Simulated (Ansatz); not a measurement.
From input file to script: CH7GeNSi, SMILES N=[C]([SiH3])[GeH3] in Ansatz 0.2.0.

```yaml
crystal:
  periodic: [false, false, false]
  atoms:
    - { symbol: "N", position_ang: [-0.2932, 1.7401, -0.1498] }
    - { symbol: C, position_ang: [-0.059, 0.5423, -0.0025] }
    - { symbol: Si, position_ang: [1.243, 0.0646, 1.1633] }
    - { symbol: Ge, position_ang: [-0.9278, -0.8051, -0.984] }
    - { symbol: H, position_ang: [-1.0794, 2.0744, -0.8321] }
    - { symbol: H, position_ang: [0.9256, 0.5478, 2.5247] }
    - { symbol: H, position_ang: [2.5709, 0.6798, 0.7623] }
    - { symbol: H, position_ang: [1.4634, -1.3828, 1.1865] }
    - { symbol: H, position_ang: [-2.5072, -0.7202, -0.5946] }
    - { symbol: H, position_ang: [-0.803, -0.5824, -2.4766] }
    - { symbol: H, position_ang: [-0.4679, -2.2155, -0.5765] }
basis:
  gaussian:
    orbitals: def2-TZVP
hamiltonian:
  xc: pbe0
  dispersion: d3bj
output:
  forces: true
```

At the Python prompt:
```pycon
>>> from dataclasses import dataclass
>>> import ansatz as az
>>> import numpy as np
>>> @dataclass(frozen=True)
... class Options:
...     basis_set: str = "def2-TZVP"
...     functional: str = "pbe0"
...     vdw: str = "d3bj"
...
>>> cfg = Options()
>>> geometry = (
...     az.Crystal.molecule()
...     .atom("N", (-0.2932, 1.7401, -0.1498))
...     .atom("C", (-0.059, 0.5423, -0.0025))
...     .atom("Si", (1.243, 0.0646, 1.1633))
...     .atom("Ge", (-0.9278, -0.8051, -0.984))
...     .atom("H", (-1.0794, 2.0744, -0.8321))
...     .atom("H", (0.9256, 0.5478, 2.5247))
...     .atom("H", (2.5709, 0.6798, 0.7623))
...     .atom("H", (1.4634, -1.3828, 1.1865))
...     .atom("H", (-2.5072, -0.7202, -0.5946))
...     .atom("H", (-0.803, -0.5824, -2.4766))
...     .atom("H", (-0.4679, -2.2155, -0.5765))
... )
>>> calc = (
...     geometry.calculation()
...     .basis(gaussian=cfg.basis_set)
...     .functional(cfg.functional, dispersion=cfg.vdw)
...     .forces()
... )
>>> done = calc.run()

>>> summary = done.report
>>> summary["published_state_doubts"]
[]
>>> print(f"E = {summary['free_energy_ev']:.6f} eV = {summary['free_energy_ev'] / 27.211386246:.7f} Ha")
E = -67022.827036 eV = -2463.0434639 Ha
>>> print("converged:", summary["converged"], " doubts:", summary["published_state_doubts"] or "none")
converged: True  doubts: none
>>> symbols = [site.symbol for site in geometry.cartesian_sites]
>>> forces = np.array(summary["forces_ev_ang"])
>>> print("largest force", round(float(np.linalg.norm(forces, axis=1).max()), 4), "eV/A, rms", round(float(np.sqrt((forces ** 2).mean())), 4))
largest force 4.9256 eV/A, rms 1.2219
>>> charges = summary["charge_distribution"]
>>> print("dipole moment", round(4.803205 * float(np.linalg.norm(charges["dipole_moment_e_ang"])), 3), "D")
dipole moment 1.298 D
>>> print("Mulliken:", [(s, round(q, 3)) for s, q in zip(symbols, charges["mulliken_charges_e"])])
Mulliken: [('N', -0.241), ('C', -0.107), ('Si', 0.186), ('Ge', -0.038), ('H', 0.216), ('H', -0.014), ('H', -0.016), ('H', -0.022), ('H', -0.001), ('H', 0.021), ('H', 0.016)]
```

What to keep in mind:
- Total energies depend on the basis set; only differences at equal settings carry meaning.
- The geometry is a force-field or estimated start, not a minimum of this method, and the basis set is short of its limit.
- Timing: 11 s on 1 thread of Intel(R) Xeon(R) Platinum 8488C (Sapphire Rapids) (shared host), peak memory 0.56 GiB.

(Lines on the test bed's own set-up are left out of the output.)
